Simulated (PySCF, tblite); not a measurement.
# C3H11BSSi: geometry, infrared bands and NMR shifts

Aim: predict the infrared bands and NMR shifts of C3H11BSSi (`C[SiH2]CBSC`).

The runs use tblite 0.8.0 and PySCF 2.14.0, with density-fitted response routines of our own; the level of theory stands in each step. All values are computed, except where a source is named. Atoms count from 0, in the outputs and in this text.

## (1) The molecule as given

17 atoms, charge 0, multiplicity 1; geometry from: force field or distance geometry start.

Bonds of the start (Å): C0–Si1 1.86, Si1–C2 1.88, C2–B3 1.59, B3–S4 1.89, S4–C5 1.83, C0–H6 1.11, C0–H7 1.11, C0–H8 1.11, Si1–H9 1.47, Si1–H10 1.46, C2–H11 1.10, C2–H12 1.12, B3–H13 1.17, C5–H14 1.11, C5–H15 1.11, C5–H16 1.10.

## (2) Geometry optimisation with GFN2-xTB

The job: settings as JSON, then the geometry in Å.

```
{"job": {"kind": "relax", "xc": "GFN2-xTB", "basis": "xTB"}, "charge": 0, "multiplicity": 1}
C     -2.597200    -1.218900     0.431200
Si    -1.249100    -0.263300    -0.431600
C     -0.307400     0.749000     0.841000
B      0.847900     1.563700     0.110200
S      2.647900     1.264800     0.612700
C      2.888200    -0.083200    -0.594100
H     -3.157500    -1.818900    -0.318600
H     -2.158400    -1.880700     1.203100
H     -3.297500    -0.506700     0.920600
H     -0.327600    -1.215700    -1.063500
H     -1.833200     0.616600    -1.440100
H      0.104300     0.075900     1.612100
H     -1.019900     1.469100     1.328900
H      0.596200     2.336300    -0.732800
H      2.697600     0.286200    -1.622200
H      3.940100    -0.434400    -0.514700
H      2.218500    -0.927800    -0.352100
```

Run with:

```sh
$ OMP_NUM_THREADS=1 python probes_run.py task.json out
```

This one command runs all jobs of the session in turn.

**Question.** This job is followed by: GFN2-xTB harmonic vibrations, gas phase; GIAO PBE0/pcSseg-1 NMR shielding, non-relativistic, gas phase. What will the session give for the following? strongest single infrared mode (GFN2-xTB); zero-point energy (GFN2-xTB); ¹³C shifts against TMS (PBE0/pcSseg-1); ¹H shifts against TMS (PBE0/pcSseg-1, means over atoms taken as alike); ²⁹Si shifts against TMS (PBE0/pcSseg-1); ¹¹B shifts against BF3·OEt2 (PBE0/pcSseg-1); ³³S shifts against CS2 (PBE0/pcSseg-1); surface potential, 1st and 99th percentile.

**Answer**, as computed:

```
                                                              quantity                             value
                             strongest single infrared mode (GFN2-xTB)             2181 cm⁻¹, 337 km/mol
                                          zero-point energy (GFN2-xTB)                     82.2 kcal/mol
                                ¹³C shifts against TMS (PBE0/pcSseg-1)              16.2, 14.7, -3.9 ppm
¹H shifts against TMS (PBE0/pcSseg-1, means over atoms taken as alike)  6.88, 4.10, 2.26, 1.26, 0.23 ppm
                               ²⁹Si shifts against TMS (PBE0/pcSseg-1)                         -52.2 ppm
                           ¹¹B shifts against BF3·OEt2 (PBE0/pcSseg-1)                          65.3 ppm
                                ³³S shifts against CS2 (PBE0/pcSseg-1)                            73 ppm
                                 surface potential, 1st and 99th percentile                -0.85 V and 0.94 V
```

The optimisation took 153 steps and gained 0.828 eV; among the close pairs (by a distance rule), B3–S4 changed most, from 1.893 to 1.765 Å. No mode is imaginary among the 45: a minimum at this level. The strongest single mode, at 2181 cm⁻¹, moves mainly H9. Unscaled tight-binding wavenumbers are off by several per cent, some by more. Its intensities can rank the bands wrongly. At PBE0/pcSseg-1: The largest span, 386 ppm, is at S4, where the paramagnetic term is -627 ppm. By nearest atom (PBE0/pcSseg-1), the HOMO sits on S4 68 %; B3 10 % and the LUMO on B3 46 %; S4 17 %.
